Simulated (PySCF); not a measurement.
**BrClH₄Si₂: NMR shifts at several levels of theory**

How much do the NMR shifts of BrClH₄Si₂ (`[SiH3][Si@@H](Cl)Br`) depend on the level of theory, and what does each level cost?

Computed with PySCF 2.14.0, with density-fitted response routines of our own, on a single molecule in the gas phase. Atoms count from 0, in the outputs and in this text.

## (1) The molecule as given

8 atoms, charge 0, multiplicity 1; geometry from: GFN2-xTB. The atoms were then displaced at random by about 0.01 Å, so the start is not that level's minimum.

Bonds of the start (Å): Si0–Si1 2.30, Si1–Cl2 2.02, Si1–Br3 2.22, Si0–H4 1.45, Si0–H5 1.46, Si0–H6 1.48, Si1–H7 1.44.

## (2) Optimising the geometry at PBE0-D3(BJ)/def2-SVP

Job settings and geometry (Å):

```
{"job": {"xc": "PBE0", "basis": "def2-SVP", "d3": "d3bj", "grid": 1, "shake": 0.01, "kind": "geom"}, "charge": 0, "multiplicity": 1}
Si    -0.002310     1.052940    -0.645450
Si    -0.041370    -0.997080     0.392610
Cl     1.759140    -1.908350     0.344520
Br    -0.570150    -0.734220     2.537600
H      0.930390     1.985920    -0.034110
H      0.327940     0.914760    -2.061250
H     -1.352200     1.657560    -0.564400
H     -0.996300    -1.990670    -0.021990
```

On the command line:

```console
OMP_NUM_THREADS=1 python probes_run.py task.json out
```

This one command runs all jobs of the session in turn.

The log of the run:

```text
step   0  E = -3614.50244595  max force = 0.020822
step   1  E = -3614.50763141  max force = 0.007256
step   2  E = -3614.50790289  max force = 0.002780
step   3  E = -3614.50795015  max force = 0.000396
step   4  E = -3614.50795618  max force = 0.000464
step   5  E = -3614.50795767  max force = 0.001331
step   6  E = -3614.50795668  max force = 0.001235
step   7  E = -3614.50796194  max force = 0.000349
optimisation converged
```

It took 41 s on 1 thread of Arm Neoverse V1, shared host; peak memory 0.45 GiB.

The steps of the relaxation:

```
step  energy from step 0 (eV)  largest force component (eV/Å)
   0                   0.0000                          1.0707
   1                  -0.1411                          0.3731
   2                  -0.1485                          0.1430
   3                  -0.1498                          0.0204
   4                  -0.1499                          0.0239
   5                  -0.1500                          0.0684
   6                  -0.1500                          0.0635
   7                  -0.1501                          0.0179
```

Distances of close pairs at the start and the end, largest changes first:

```
   bond  before (Å)  after (Å)  change (Å)
Si1–Cl2       2.019      2.069      +0.050
 Si1–H7       1.439      1.488      +0.049
Si0–Si1       2.298      2.337      +0.039
 Si0–H4       1.454      1.492      +0.038
 Si0–H5       1.460      1.494      +0.033
 Si0–H6       1.481      1.493      +0.012
Si1–Br3       2.225      2.227      +0.002
```

The final coordinates are the input of the step that follows.

```
                         at the end point                value
  point group (found at 0.08 Å tolerance)                   C1
rotational constants (GHz, main isotopes)  2.141, 1.306, 0.869
                        dipole moment (D)                 1.57
```

## (3) Shielding tensors: PBE0/6-31G*

Job settings and geometry (Å):

```
{"job": {"kind": "nmr", "xc": "PBE0", "basis": "6-31G*", "pop": true}, "charge": 0, "multiplicity": 1}
Si    -0.626744     0.623872    -0.525415
Si    -0.613507    -1.385242     0.667758
Cl     1.299075    -2.169464     0.583161
Br    -1.143448    -0.908112     2.777736
H      0.382786     1.516818     0.115551
H     -0.257781     0.374131    -1.951087
H     -1.983278     1.243085    -0.451208
H     -1.558510    -2.435899     0.201786
```

Method: GIAO PBE0/6-31G* NMR shielding, non-relativistic, gas phase.

The log of the run:

```text
coarse grid: 36360 points
cycle   1  E = -3614.7438904057  dE = -9.364e-01  |g| = 2.959e-01  |ddm| = 2.557e+00
cycle   2  E = -3614.7298020374  dE =  1.409e-02  |g| = 3.627e-01  |ddm| = 9.721e-01
cycle   3  E = -3614.7736798143  dE = -4.388e-02  |g| = 3.103e-02  |ddm| = 5.558e-01
cycle   4  E = -3614.7738314206  dE = -1.516e-04  |g| = 5.751e-03  |ddm| = 2.915e-02
cycle   5  E = -3614.7738378072  dE = -6.387e-06  |g| = 2.328e-03  |ddm| = 1.129e-02
final grid: 70160 points
cycle   6  E = -3614.7737876520  dE =  1.883e-07  |g| = 2.562e-03  |ddm| = 8.262e-03
cycle   7  E = -3614.7737872254  dE =  4.266e-07  |g| = 2.909e-03  |ddm| = 8.812e-03
cycle   8  E = -3614.7737898405  dE = -2.615e-06  |g| = 1.806e-04  |ddm| = 4.542e-03
cycle   9  E = -3614.7737898474  dE = -6.919e-09  |g| = 2.175e-05  |ddm| = 2.478e-04
cycle  10  E = -3614.7737898475  dE = -1.569e-10  |g| = 3.115e-06  |ddm| = 3.290e-05
converged SCF energy = -3614.7737898475

GIAO shielding tensors (ppm)
atom      isotropic    diamagn.    paramagn.     s11        s22        s33       span
  0 Si     476.473     881.436    -404.962    469.350    475.257    484.812     15.462
  1 Si     356.951     876.869    -519.918    308.485    376.520    385.849     77.364
  2 Cl     912.827    1147.578    -234.751    774.825    931.866   1031.792    256.967
  3 Br    2579.515    3122.674    -543.159   2220.184   2676.478   2841.883    621.699
  4 H       28.040      29.324      -1.284     24.945     26.859     32.316      7.371
  5 H       28.166      29.049      -0.883     24.687     26.147     33.665      8.978
  6 H       28.235      28.712      -0.477     24.708     26.651     33.345      8.637
  7 H       25.635      26.988      -1.354     21.949     23.890     31.066      9.117
```

Wall time 9 s (1 thread of Arm Neoverse V1, shared host); peak memory 0.64 GiB.

The references, computed at this level on geometries of the same kind, shield at (ppm): 1H TMS 31.96, 29Si TMS 418.1, 35Cl HCl 930, 79Br HBr 2580. Their shielding less the atom's gives the shift. The references are single molecules in the gas phase. Atoms listed in one row are averaged.

```
     atoms                                 environment  σ (ppm)  δ (ppm)
        H7  hydrogen on a silicon bonded to Br, Cl, Si    25.63     6.33
H4, H5, H6          hydrogen on a silicon bonded to Si    28.15     3.82
       Si1             silicon bonded to Br, Cl, Si, H    357.0     61.1
       Si0                   silicon bonded to Si, 3 H    476.5    -58.4
       Cl2                       chlorine bonded to Si      913       17
       Br3                        bromine bonded to Si     2580        1
```

The run also stored atomic charges by several schemes (e):

```
atoms  Mulliken    IAO  Hirshfeld  ESP fit
  Si0      0.17   0.27       0.21     0.23
  Si1      0.37   0.59       0.25     0.07
  Cl2     -0.23  -0.30      -0.13    -0.12
  Br3     -0.20  -0.24      -0.11    -0.10
```

Mayer bond orders: Si0–Si1 0.88, Si1–Cl2 1.00, Si1–Br3 1.01.

## (4) Shielding tensors: PBE0/def2-SVP

Settings changed since step 3:

```diff
@@ -1,2 +1,2 @@
-{"job": {"kind": "nmr", "xc": "PBE0", "basis": "6-31G*", "pop": true}, "charge": 0, "multiplicity": 1}
+{"job": {"kind": "nmr", "xc": "PBE0", "basis": "def2-SVP", "pop": true}, "charge": 0, "multiplicity": 1}
 Si    -0.626744     0.623872    -0.525415
```

Method: GIAO PBE0/def2-SVP NMR shielding, non-relativistic, gas phase.

The log of the run:

```text
coarse grid: 36360 points
cycle   1  E = -3614.4715860636  dE = -9.890e-01  |g| = 2.967e-01  |ddm| = 2.672e+00
cycle   2  E = -3614.4558401763  dE =  1.575e-02  |g| = 3.697e-01  |ddm| = 8.969e-01
cycle   3  E = -3614.4991215487  dE = -4.328e-02  |g| = 3.347e-02  |ddm| = 5.257e-01
cycle   4  E = -3614.4993328934  dE = -2.113e-04  |g| = 6.999e-03  |ddm| = 3.194e-02
cycle   5  E = -3614.4993417319  dE = -8.839e-06  |g| = 2.475e-03  |ddm| = 1.239e-02
final grid: 70160 points
cycle   6  E = -3614.4992771734  dE =  1.579e-07  |g| = 2.791e-03  |ddm| = 8.437e-03
cycle   7  E = -3614.4992767285  dE =  4.449e-07  |g| = 3.194e-03  |ddm| = 8.771e-03
cycle   8  E = -3614.4992793463  dE = -2.618e-06  |g| = 1.841e-04  |ddm| = 4.447e-03
cycle   9  E = -3614.4992793554  dE = -9.038e-09  |g| = 3.247e-05  |ddm| = 2.762e-04
cycle  10  E = -3614.4992793557  dE = -3.488e-10  |g| = 3.251e-06  |ddm| = 4.518e-05
converged SCF energy = -3614.4992793557

GIAO shielding tensors (ppm)
atom      isotropic    diamagn.    paramagn.     s11        s22        s33       span
  0 Si     494.217     879.921    -385.704    480.775    486.647    515.228     34.453
  1 Si     373.319     877.390    -504.071    321.111    395.200    403.647     82.536
  2 Cl     923.378    1147.119    -223.741    794.987    939.384   1035.764    240.777
  3 Br    2560.381    3122.953    -562.572   2197.948   2666.083   2817.111    619.163
  4 H       27.573      29.307      -1.735     24.651     26.294     31.772      7.122
  5 H       27.599      28.929      -1.331     24.115     25.520     33.160      9.044
  6 H       27.681      28.536      -0.855     24.150     26.052     32.839      8.689
  7 H       24.882      26.779      -1.896     20.919     23.389     30.339      9.420
```

It took 8.8 s on 1 thread of Arm Neoverse V1, shared host; peak memory 0.65 GiB.

Key values: δ Si1 33.9, Si0 -87.0, Cl2 45, Br3 50, H7 6.46, H4 3.72 ppm (means over like atoms).

## (5) NMR shieldings: PBE0/def2-TZVP

Settings changed since step 4:

```diff
@@ -1,2 +1,2 @@
-{"job": {"kind": "nmr", "xc": "PBE0", "basis": "def2-SVP", "pop": true}, "charge": 0, "multiplicity": 1}
+{"job": {"kind": "nmr", "xc": "PBE0", "basis": "def2-TZVP", "pop": true}, "charge": 0, "multiplicity": 1}
 Si    -0.626744     0.623872    -0.525415
```

Method: GIAO PBE0/def2-TZVP NMR shielding, non-relativistic, gas phase.

The log of the run:

```text
coarse grid: 36360 points
cycle   1  E = -3615.1525759057  dE = -9.668e-01  |g| = 3.737e-01  |ddm| = 2.247e+00
cycle   2  E = -3615.1426360027  dE =  9.940e-03  |g| = 3.736e-01  |ddm| = 5.597e-01
cycle   3  E = -3615.1755404869  dE = -3.290e-02  |g| = 8.853e-02  |ddm| = 3.528e-01
cycle   4  E = -3615.1772907083  dE = -1.750e-03  |g| = 1.206e-02  |ddm| = 6.490e-02
cycle   5  E = -3615.1773152140  dE = -2.451e-05  |g| = 4.711e-03  |ddm| = 1.326e-02
cycle   6  E = -3615.1773204808  dE = -5.267e-06  |g| = 8.777e-04  |ddm| = 5.292e-03
final grid: 70160 points
cycle   7  E = -3615.1772967214  dE =  1.556e-09  |g| = 1.013e-03  |ddm| = 2.103e-03
cycle   8  E = -3615.1772966483  dE =  7.318e-08  |g| = 1.210e-03  |ddm| = 2.073e-03
cycle   9  E = -3615.1772969951  dE = -3.468e-07  |g| = 5.083e-05  |ddm| = 1.075e-03
cycle  10  E = -3615.1772969956  dE = -5.402e-10  |g| = 5.103e-06  |ddm| = 3.742e-05
converged SCF energy = -3615.1772969956

GIAO shielding tensors (ppm)
atom      isotropic    diamagn.    paramagn.     s11        s22        s33       span
  0 Si     428.272     880.243    -451.971    420.005    423.341    441.469     21.464
  1 Si     307.823     875.430    -567.607    260.358    324.445    338.667     78.308
  2 Cl     876.830    1147.415    -270.585    728.826    902.146    999.517    270.690
  3 Br    2516.427    3123.251    -606.824   2127.168   2606.405   2815.708    688.540
  4 H       27.507      29.478      -1.971     24.806     26.329     31.385      6.579
  5 H       27.452      29.006      -1.554     24.200     25.392     32.764      8.564
  6 H       27.520      28.659      -1.138     24.195     25.915     32.451      8.257
  7 H       24.845      26.406      -1.561     20.974     23.449     30.113      9.139
```

It took 20 s on 1 thread of Arm Neoverse V1, shared host; peak memory 0.85 GiB.

This run: δ Si1 23.7, Si0 -96.7, Cl2 56, Br3 89, H7 6.64, H4 3.99 ppm (means over like atoms).

## (6) Nuclear shieldings: PBE0/cc-pVDZ

Settings changed since step 5:

```diff
@@ -1,2 +1,2 @@
-{"job": {"kind": "nmr", "xc": "PBE0", "basis": "def2-TZVP", "pop": true}, "charge": 0, "multiplicity": 1}
+{"job": {"kind": "nmr", "xc": "PBE0", "basis": "cc-pVDZ", "pop": true}, "charge": 0, "multiplicity": 1}
 Si    -0.626744     0.623872    -0.525415
```

Method: GIAO PBE0/cc-pVDZ NMR shielding, non-relativistic, gas phase.

The log of the run:

```text
coarse grid: 36360 points
cycle   1  E = -3615.0844455088  dE = -8.944e-01  |g| = 2.904e-01  |ddm| = 4.649e+00
cycle   2  E = -3615.0671987745  dE =  1.725e-02  |g| = 3.746e-01  |ddm| = 1.783e+00
cycle   3  E = -3615.1125038451  dE = -4.531e-02  |g| = 2.137e-02  |ddm| = 9.533e-01
cycle   4  E = -3615.1126343318  dE = -1.305e-04  |g| = 8.377e-03  |ddm| = 5.819e-02
cycle   5  E = -3615.1126558068  dE = -2.147e-05  |g| = 1.619e-03  |ddm| = 2.265e-02
cycle   6  E = -3615.1126567041  dE = -8.973e-07  |g| = 4.854e-04  |ddm| = 5.684e-03
final grid: 70160 points
cycle   7  E = -3615.1126084064  dE = -1.392e-08  |g| = 4.574e-04  |ddm| = 2.613e-03
cycle   8  E = -3615.1126084013  dE =  5.042e-09  |g| = 4.733e-04  |ddm| = 2.387e-03
cycle   9  E = -3615.1126084744  dE = -7.312e-08  |g| = 2.106e-05  |ddm| = 1.229e-03
cycle  10  E = -3615.1126084746  dE = -1.442e-10  |g| = 2.209e-06  |ddm| = 5.456e-05
converged SCF energy = -3615.1126084746

GIAO shielding tensors (ppm)
atom      isotropic    diamagn.    paramagn.     s11        s22        s33       span
  0 Si     495.743     881.742    -385.999    486.114    488.877    512.239     26.126
  1 Si     380.201     879.552    -499.351    333.041    399.789    407.774     74.733
  2 Cl     919.040    1148.124    -229.084    788.951    938.026   1030.143    241.192
  3 Br    2567.862    3121.413    -553.551   2206.940   2661.080   2835.566    628.626
  4 H       27.582      29.253      -1.671     24.584     26.164     31.998      7.414
  5 H       27.603      28.888      -1.285     24.119     25.387     33.304      9.185
  6 H       27.689      28.550      -0.861     24.153     25.915     33.000      8.847
  7 H       24.941      26.846      -1.905     20.949     23.241     30.632      9.682
```

Run time: 9.7 s. Hardware: 1 thread of Arm Neoverse V1, shared host; peak memory 0.58 GiB.

This run: δ Si1 38.4, Si0 -77.1, Cl2 41, Br3 59, H7 6.35, H4 3.67 ppm (means over like atoms).

## (7) Shielding tensors: PBE0/cc-pVTZ

Settings changed since step 6:

```diff
@@ -1,2 +1,2 @@
-{"job": {"kind": "nmr", "xc": "PBE0", "basis": "cc-pVDZ", "pop": true}, "charge": 0, "multiplicity": 1}
+{"job": {"kind": "nmr", "xc": "PBE0", "basis": "cc-pVTZ", "pop": true}, "charge": 0, "multiplicity": 1}
 Si    -0.626744     0.623872    -0.525415
```

Level: GIAO PBE0/cc-pVTZ NMR shielding, non-relativistic, gas phase.

The log of the run:

```text
coarse grid: 36360 points
cycle   1  E = -3615.2101628640  dE = -9.402e-01  |g| = 3.238e-01  |ddm| = 4.725e+00
cycle   2  E = -3615.1986717012  dE =  1.149e-02  |g| = 3.563e-01  |ddm| = 1.141e+00
cycle   3  E = -3615.2333800311  dE = -3.471e-02  |g| = 6.539e-02  |ddm| = 6.363e-01
cycle   4  E = -3615.2343711359  dE = -9.911e-04  |g| = 1.008e-02  |ddm| = 9.306e-02
cycle   5  E = -3615.2343911529  dE = -2.002e-05  |g| = 4.258e-03  |ddm| = 1.975e-02
cycle   6  E = -3615.2343963212  dE = -5.168e-06  |g| = 6.539e-04  |ddm| = 8.188e-03
final grid: 70160 points
cycle   7  E = -3615.2343490702  dE = -2.737e-08  |g| = 6.823e-04  |ddm| = 2.756e-03
cycle   8  E = -3615.2343490431  dE =  2.708e-08  |g| = 7.753e-04  |ddm| = 2.208e-03
cycle   9  E = -3615.2343492041  dE = -1.610e-07  |g| = 3.600e-05  |ddm| = 1.154e-03
cycle  10  E = -3615.2343492044  dE = -2.933e-10  |g| = 5.782e-06  |ddm| = 5.409e-05
converged SCF energy = -3615.2343492044

GIAO shielding tensors (ppm)
atom      isotropic    diamagn.    paramagn.     s11        s22        s33       span
  0 Si     451.699     885.959    -434.260    443.962    447.095    464.040     20.078
  1 Si     338.103     882.051    -543.948    291.757    355.188    367.363     75.606
  2 Cl     897.021    1147.451    -250.430    756.522    921.643   1012.898    256.376
  3 Br    2534.321    3122.165    -587.845   2155.746   2627.237   2819.979    664.233
  4 H       27.516      29.340      -1.824     24.743     26.320     31.485      6.742
  5 H       27.469      28.965      -1.495     24.148     25.383     32.877      8.729
  6 H       27.546      28.549      -1.003     24.160     25.905     32.574      8.414
  7 H       24.820      26.789      -1.968     20.880     23.366     30.215      9.335
```

It took 25 s on 1 thread of Arm Neoverse V1, shared host; peak memory 0.9 GiB.

This run: δ Si1 21.9, Si0 -91.7, Cl2 55, Br3 84, H7 6.47, H4 3.78 ppm (means over like atoms).

## (8) NMR shieldings: PBE0/aug-cc-pVDZ

Settings changed since step 7:

```diff
@@ -1,2 +1,2 @@
-{"job": {"kind": "nmr", "xc": "PBE0", "basis": "cc-pVTZ", "pop": true}, "charge": 0, "multiplicity": 1}
+{"job": {"kind": "nmr", "xc": "PBE0", "basis": "aug-cc-pVDZ", "pop": true}, "charge": 0, "multiplicity": 1}
 Si    -0.626744     0.623872    -0.525415
```

Level: GIAO PBE0/aug-cc-pVDZ NMR shielding, non-relativistic, gas phase.

The log of the run:

```text
coarse grid: 36360 points
cycle   1  E = -3615.0959225205  dE = -8.985e-01  |g| = 2.725e-01  |ddm| = 5.254e+00
cycle   2  E = -3615.0805588999  dE =  1.536e-02  |g| = 3.526e-01  |ddm| = 1.573e+00
cycle   3  E = -3615.1204412405  dE = -3.988e-02  |g| = 2.356e-02  |ddm| = 8.215e-01
cycle   4  E = -3615.1206007174  dE = -1.595e-04  |g| = 8.695e-03  |ddm| = 5.761e-02
cycle   5  E = -3615.1206236147  dE = -2.290e-05  |g| = 1.920e-03  |ddm| = 2.380e-02
cycle   6  E = -3615.1206248529  dE = -1.238e-06  |g| = 5.851e-04  |ddm| = 6.690e-03
final grid: 70160 points
cycle   7  E = -3615.1205774297  dE = -1.926e-08  |g| = 5.841e-04  |ddm| = 5.190e-03
cycle   8  E = -3615.1205774101  dE =  1.959e-08  |g| = 6.332e-04  |ddm| = 2.805e-03
cycle   9  E = -3615.1205775432  dE = -1.331e-07  |g| = 2.715e-05  |ddm| = 1.474e-03
cycle  10  E = -3615.1205775434  dE = -2.119e-10  |g| = 2.684e-06  |ddm| = 6.353e-05
converged SCF energy = -3615.1205775434

GIAO shielding tensors (ppm)
atom      isotropic    diamagn.    paramagn.     s11        s22        s33       span
  0 Si     502.135     893.422    -391.287    489.039    492.393    524.972     35.934
  1 Si     390.953     884.171    -493.217    343.022    407.850    421.987     78.965
  2 Cl     909.061    1148.083    -239.022    771.564    931.104   1024.517    252.953
  3 Br    2550.530    3124.128    -573.598   2174.677   2637.596   2839.318    664.642
  4 H       27.486      29.268      -1.783     24.550     26.213     31.693      7.143
  5 H       27.463      29.215      -1.753     24.018     25.297     33.073      9.054
  6 H       27.536      28.567      -1.031     24.011     25.833     32.765      8.753
  7 H       24.733      23.388       1.345     20.673     23.235     30.292      9.619
```

It took 16 s on 1 thread of Arm Neoverse V1, shared host; peak memory 0.82 GiB.

This run: δ Si1 25.8, Si0 -85.4, Cl2 59, Br3 93, H7 6.66, H4 3.90 ppm (means over like atoms).

## (9) NMR shieldings: PBE0/pcSseg-0

Settings changed since step 8:

```diff
@@ -1,2 +1,2 @@
-{"job": {"kind": "nmr", "xc": "PBE0", "basis": "aug-cc-pVDZ", "pop": true}, "charge": 0, "multiplicity": 1}
+{"job": {"kind": "nmr", "xc": "PBE0", "basis": "pcSseg-0", "pop": true}, "charge": 0, "multiplicity": 1}
 Si    -0.626744     0.623872    -0.525415
```

With the program's defaults for keys left out, this is: GIAO PBE0/pcSseg-0 NMR shielding, non-relativistic, gas phase.

The log of the run:

```text
coarse grid: 36360 points
cycle   1  E = -3610.9606711178  dE = -1.619e+00  |g| = 3.866e-01  |ddm| = 2.858e+00
cycle   2  E = -3610.9494719224  dE =  1.120e-02  |g| = 4.340e-01  |ddm| = 1.512e+00
cycle   3  E = -3611.0122959351  dE = -6.282e-02  |g| = 2.556e-02  |ddm| = 8.171e-01
cycle   4  E = -3611.0124080451  dE = -1.121e-04  |g| = 5.790e-03  |ddm| = 4.483e-02
cycle   5  E = -3611.0124177174  dE = -9.672e-06  |g| = 9.919e-04  |ddm| = 1.173e-02
final grid: 70160 points
cycle   6  E = -3611.0123250043  dE = -7.173e-08  |g| = 9.150e-04  |ddm| = 3.750e-03
cycle   7  E = -3611.0123249945  dE =  9.791e-09  |g| = 9.310e-04  |ddm| = 3.593e-03
cycle   8  E = -3611.0123252748  dE = -2.803e-07  |g| = 4.806e-05  |ddm| = 1.888e-03
cycle   9  E = -3611.0123252756  dE = -8.326e-10  |g| = 1.818e-06  |ddm| = 9.831e-05
converged SCF energy = -3611.0123252756

GIAO shielding tensors (ppm)
atom      isotropic    diamagn.    paramagn.     s11        s22        s33       span
  0 Si     488.540     879.807    -391.267    463.831    476.319    525.470     61.639
  1 Si     311.337     878.094    -566.758    214.771    342.076    377.163    162.393
  2 Cl     958.089    1146.882    -188.792    820.829    918.349   1135.090    314.261
  3 Br    2597.764    3118.636    -520.872   2211.782   2612.387   2969.123    757.340
  4 H       28.952      28.181       0.771     25.343     27.601     33.912      8.569
  5 H       28.952      28.461       0.491     24.583     26.982     35.292     10.709
  6 H       29.086      28.574       0.513     24.755     27.355     35.149     10.393
  7 H       26.248      27.845      -1.597     21.763     24.282     32.699     10.936
```

Wall time 5.4 s (1 thread of Arm Neoverse V1, shared host); peak memory 0.44 GiB.

Key values: δ Si1 37.2, Si0 -140.0, Cl2 -6, Br3 -39, H7 6.58, H4 3.84 ppm (means over like atoms).

## (10) Run by run: NMR shifts

Shifts (ppm), means over like atoms, with basis size and wall time:

```
             run    H7    H4   Si1     Si0  Cl2  Br3  functions   time
     PBE0/6-31G*  6.33  3.82  61.1   -58.4   17    1         94    9 s
   PBE0/def2-SVP  6.46  3.72  33.9   -87.0   45   50        106  8.8 s
  PBE0/def2-TZVP  6.64  3.99  23.7   -96.7   56   89        183   20 s
    PBE0/cc-pVDZ  6.35  3.67  38.4   -77.1   41   59        101  9.7 s
    PBE0/cc-pVTZ  6.47  3.78  21.9   -91.7   55   84        201   25 s
PBE0/aug-cc-pVDZ  6.66  3.90  25.8   -85.4   59   93        153   16 s
   PBE0/pcSseg-0  6.58  3.84  37.2  -140.0   -6  -39         72  5.4 s
```

## (11) Results

```
                                                            quantity                 value
                                                         point group                    C1
                                rotational constants (main isotopes)  2.14, 1.31, 0.87 GHz
1H shifts against TMS (PBE0/6-31G*, means over atoms taken as alike)        6.33, 3.82 ppm
                               29Si shifts against TMS (PBE0/6-31G*)       61.1, -58.4 ppm
                               35Cl shifts against HCl (PBE0/6-31G*)                17 ppm
                               79Br shifts against HBr (PBE0/6-31G*)                 1 ppm
                                           range of the shift of Br3         -39 to 93 ppm
```

What this shows: Single values in the summary come from the first sound run of each kind (PBE0/6-31G*), which need not be the best level. The start of the PBE0/def2-SVP relaxation was shaken at random by about 0.01 Å, so part of the energy gained, and of the first lengths quoted, undoes that. The optimisation took 7 steps and gained 0.150 eV; among the close pairs (by a distance rule), Si1–Cl2 changed most, from 2.019 to 2.069 Å. At PBE0/6-31G*: The widest tensor belongs to Br3: span 622 ppm, with a paramagnetic part of -543 ppm. Across the 7 runs the shift of Br3 moves most, between -39 (PBE0/pcSseg-0) and 93 ppm (PBE0/aug-cc-pVDZ). Part of that comes from the computed reference. Spin-orbit coupling is left out, which matters for shieldings and couplings at and beside the heavy atoms.
